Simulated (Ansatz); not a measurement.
# Ta: straining the crystal, a stretch of c alone

Aim: apply a stretch of c alone to Ta from -6 to +6 %, where the rest of the cell is held and the atoms relax, and follow energy, stress and any gap.

Method: DFT PBEsol, scalar-relativistic, plane waves, PAW, in Ansatz 0.2.0.

2 further runs of the same task are left out: 2 set aside as unsound or not needed.

### 1 Starting point

The structure is cubic, space group Im-3m (No. 229). Conventional cell: a = 3.280 Å, b = 3.280 Å, c = 3.280 Å, α = 90.00°, β = 90.00°, γ = 90.00°. Ta (site symmetry m-3m) is surrounded by 8 Ta at 2.84 Å.

Coordinates:

```
CELL_PARAMETERS angstrom
3.28048 0.00000 0.00000
0.00000 3.28048 0.00000
0.00000 0.00000 3.28048
ATOMIC_POSITIONS crystal
Ta 0.00000 0.00000 0.00000
Ta 0.50000 0.50000 0.50000
```

It goes back to an entry of the Materials Project.

### 2 Zero strain

The input, input.yaml:

```yaml
crystal:
  lattice:
    - [3.2804820868, 0.0, 0.0]
    - [0.0, 3.2804820868, 0.0]
    - [0.0, 0.0, 3.2804820868]
  atoms:
    - { symbol: Ta, position: [0.0, 0.0, 0.0] }
    - { symbol: Ta, position: [0.5, 0.5, 0.5] }
basis:
  ecutwfc: 420
kpoints:
  mp_grid: { grid: [16, 16, 16] }
hamiltonian:
  xc: pbesol
scf:
  occupations: { method: gaussian, width: 0.1 }
output:
  forces: true
  stress: true
  eigenvalues: true
```

Run with:

```
$ ansatz run input.yaml --threads 1 --pin off --max-ram 2560MiB --backend cpu --events-out ev --progress --plain --runs-dir out
```

The session goes on with these runs: At -2.0 %; the cell strained by +2.0 %; the cell strained by -4.0 %; the cell strained by +4.0 %; the cell strained by -6.0 %; the cell strained by +6.0 %.

What does the calculation give? Wanted: (1/V) d²E/dε² at zero strain, cubic fit.

The runs gave:

| quantity | value |
| --- | --- |
| largest energy cost | 63.9 meV/atom at -6.0 % |
| (1/V) d²E/dε² at zero strain, cubic fit | 284 GPa |

In words: From the curvature follows the elastic constant along c at held a and b: 284 GPa. Compression by 6 % costs 63.9 meV/atom and stretching 48.7. On this cell's mesh the unstrained reference holds a stress of up to 0.20 GPa. The runs treat Ta without spin-orbit coupling.
